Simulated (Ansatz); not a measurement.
**C4H6Se: how energies converge with the basis set**

Aim: see how fast density functionals converge with the basis set for C4H6Se.

Computed with Ansatz 0.2.0, Gaussian basis. Level: one geometry, several basis sets.

Levels to be run: PBE0-D4/def2-SVP; ωB97M-V/def2-SVP; PBE0-D4/def2-QZVPP; ωB97M-V/def2-QZVPP; the functionals' def2-TZVPP values are taken from earlier runs.

## 1. Structure used throughout

The geometry comes from an earlier relaxation with PBE0-D4 in a triple-zeta def2 set; it is a stationary point, not always the lowest conformer.

SMILES `C=CC(C)=[Se]`, 11 atoms, charge 0, spin multiplicity 1.

Atoms are counted from 1 here; the program's logs count them from 0.

Bond lengths: C1–C2 1.337 Å, C1–H6 1.084 Å, C1–H7 1.083 Å, C2–C3 1.449 Å, C2–H8 1.085 Å, C3–C4 1.492 Å, C3–Se5 1.776 Å, C4–H9 1.095 Å, C4–H10 1.087 Å, C4–H11 1.095 Å. Angles: C2–C1–H6 122.3°, C2–C1–H7 120.9°, H6–C1–H7 116.8°, C1–C2–C3 124.5°, C1–C2–H8 120.0°, C3–C2–H8 115.6°, C2–C3–C4 119.0°, C2–C3–Se5 119.4°, C4–C3–Se5 121.6°, C3–C4–H9 110.4°, C3–C4–H10 111.0°, C3–C4–H11 110.4°, H9–C4–H10 109.0°, H9–C4–H11 106.9°, H10–C4–H11 109.0°.

## 2. PBE0-D4 in def2-SVP

Contents of in.yaml:

```yaml
crystal:
  periodic: [false, false, false]
  atoms:
    - {symbol: C, position_ang: [-1.554234, -0.589549, 0.178340]}
    - {symbol: C, position_ang: [-0.589798, -0.097390, 0.962189]}
    - {symbol: C, position_ang: [0.705116, 0.347627, 0.488267]}
    - {symbol: C, position_ang: [1.009785, 0.262675, -0.969589]}
    - {symbol: Se, position_ang: [1.890184, 0.979627, 1.650192]}
    - {symbol: H, position_ang: [-1.432574, -0.693171, -0.893661]}
    - {symbol: H, position_ang: [-2.502687, -0.905499, 0.595881]}
    - {symbol: H, position_ang: [-0.752161, -0.010449, 2.031356]}
    - {symbol: H, position_ang: [0.287498, 0.850549, -1.545766]}
    - {symbol: H, position_ang: [2.011666, 0.628087, -1.180014]}
    - {symbol: H, position_ang: [0.927206, -0.772517, -1.317185]}
basis:
  gaussian: {orbitals: def2-SVP}
hamiltonian: {xc: pbe0, dispersion: d4}
output: {orbitals: {seedname: orbitals}}
```

The run is started by

```sh
$ ansatz run in.yaml --threads 4 --pin off --events-out ev --progress --plain --max-ram 10444MiB
```

The runs that follow: ωB97M-V in def2-SVP; PBE0-D4 in def2-QZVPP; ωB97M-V in def2-QZVPP.

**Question.** What will the summary of the whole plan be? Wanted: PBE0-D4: double and triple zeta above quadruple; ωB97M-V: double and triple zeta above quadruple.

As calculated:

```
                                       quantity           value
PBE0-D4: double and triple zeta above quadruple  14.19, 1.60 eV
ωB97M-V: double and triple zeta above quadruple  14.38, 1.55 eV
```

In words: PBE0-D4 gains 12.59 eV from double to triple zeta, then 1.60 eV more. These are total energies; as a rule much of such shifts cancels in differences, which this series doesn't test.
